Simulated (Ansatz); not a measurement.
A nudged elastic band was laid between two geometries of a periodic cell of 23 atoms, Si₈O₁₅ (host SiO2, host structure P4_2/mnm, one O atom removed).

Level of theory: DFT PBE-D3(BJ), scalar-relativistic, plane waves, PAW (Ansatz 0.2.0). Settings: PAW set soft_1, cutoff 420 eV, k mesh 2x2x2, fermi-dirac smearing 0.05 eV, no spin polarisation.

```json
{
  "movable images": "3",
  "climbing image": "yes",
  "spring": "5.0 eV/Å²",
  "optimiser": "fire",
  "start path": "straight line",
  "force threshold": "0.05 eV/Å",
  "iteration limit": "67",
  "end points": "relaxed"
}
```

First end point:

```xyz
23
Lattice="-4.1564 -4.1564 0.0000 4.1564 -4.1564 0.0000 0.0000 0.0000 5.3204" Properties=species:S:1:pos:R:3
Si 0.000 -4.162 -0.017
Si 2.070 -2.076 1.318
O 1.292 -2.919 -0.022
O 0.804 -0.810 1.317
O -1.244 -5.454 -0.022
O 3.336 -3.342 1.317
Si 0.000 -4.162 2.652
Si 2.105 -2.111 3.978
O 1.292 -2.919 2.657
O 0.832 -0.838 3.978
O -1.244 -5.454 2.657
Si -0.027 0.021 -0.063
Si -2.091 -2.071 1.317
O -2.902 -2.881 -0.024
O 0.805 -4.968 1.318
O -1.281 -1.260 -0.024
O -0.815 -3.347 1.317
Si -0.027 0.021 2.698
Si -2.084 -2.078 3.978
O -2.902 -2.881 2.659
O 0.806 -4.969 3.978
O -1.281 -1.260 2.659
O -0.814 -3.349 3.978
```

Last end point:

```xyz
23
Lattice="-4.1564 -4.1564 0.0000 4.1564 -4.1564 0.0000 0.0000 0.0000 5.3204" Properties=species:S:1:pos:R:3
Si -0.001 -4.156 -0.004
Si 2.085 -2.085 1.330
O 1.244 -2.864 -0.009
O 0.820 -0.820 1.330
O -1.292 -5.400 -0.009
O 3.352 -3.352 1.330
Si -0.001 -4.156 2.664
Si 2.052 -2.052 3.990
O 1.244 -2.864 2.669
O -0.834 0.834 3.990
O -1.292 -5.400 2.669
Si 0.027 -0.027 -0.050
Si -2.066 -2.091 1.330
O -2.876 -2.901 -0.011
O 0.815 -4.971 1.330
O -1.255 -1.280 -0.011
O -0.806 -3.351 1.330
Si 0.027 -0.027 2.711
Si -2.072 -2.084 3.990
O -2.876 -2.901 2.671
O 0.813 -4.969 3.990
O -1.255 -1.280 2.671
O -0.807 -3.350 3.990
```

Problem. Which bonds break or form, and what moves?

Solution. The atom that moves furthest is O10, by 2.36 Å; four of its nearest neighbours are Si12 1.77, Si18 1.77, Si8 1.80, O11 2.51 Å at the first end and Si12 1.77, Si18 1.77, Si8 1.80, O11 2.51 Å at the last.

Problem. What energy profile does the band end with?

Solution. It converged. The highest image is number 2 of 0 to 4, 5.81 eV above the ends, which have the same energy within 2 meV. Neighbouring images differ by up to 4.3 eV, so the band resolves the path poorly. By the program's own check the climbing image is a first-order saddle point (lowest curvatures found: -27.68 and 2.15 eV/Å²). Limits of this set-up: coarse k mesh, no spin, though dangling bonds at a vacancy may carry it, a small cell, in which the defect meets its images.

```csv
image,path coordinate (Å),energy (eV)
0,0.00,0.00
1,0.85,1.46
2,1.71,5.81
3,2.31,1.97
4,2.90,0.00
```

Problem. What is the geometry of the highest image?

Solution. 
```xyz
23
Lattice="-4.1564 -4.1564 0.0000 4.1564 -4.1564 0.0000 0.0000 0.0000 5.3204" Properties=species:S:1:pos:R:3
Si 0.000 -4.159 0.006
Si 2.076 -2.079 1.341
O 1.226 -2.873 0.027
O 0.822 -0.833 1.147
O -1.295 -5.377 0.028
O 3.336 -3.333 1.465
Si -0.010 -4.149 2.653
Si 2.288 -2.288 4.036
O 1.236 -2.858 2.662
O -0.177 0.174 3.928
O -1.309 -5.388 2.661
Si -0.152 0.149 0.127
Si -2.070 -2.090 1.315
O -2.907 -2.872 0.015
O 0.807 -4.973 1.340
O -1.293 -1.248 0.015
O -0.803 -3.349 1.316
Si 0.201 -0.204 2.514
Si -2.071 -2.089 3.969
O -2.834 -2.932 2.607
O 0.810 -4.976 3.971
O -1.233 -1.320 2.607
O -0.809 -3.344 4.001
```

The band took 56 iterations and roughly 17 core-minutes.

The run took 17 min on 1 thread of Arm Neoverse V2, on a shared host, peak memory 0.65 GiB.
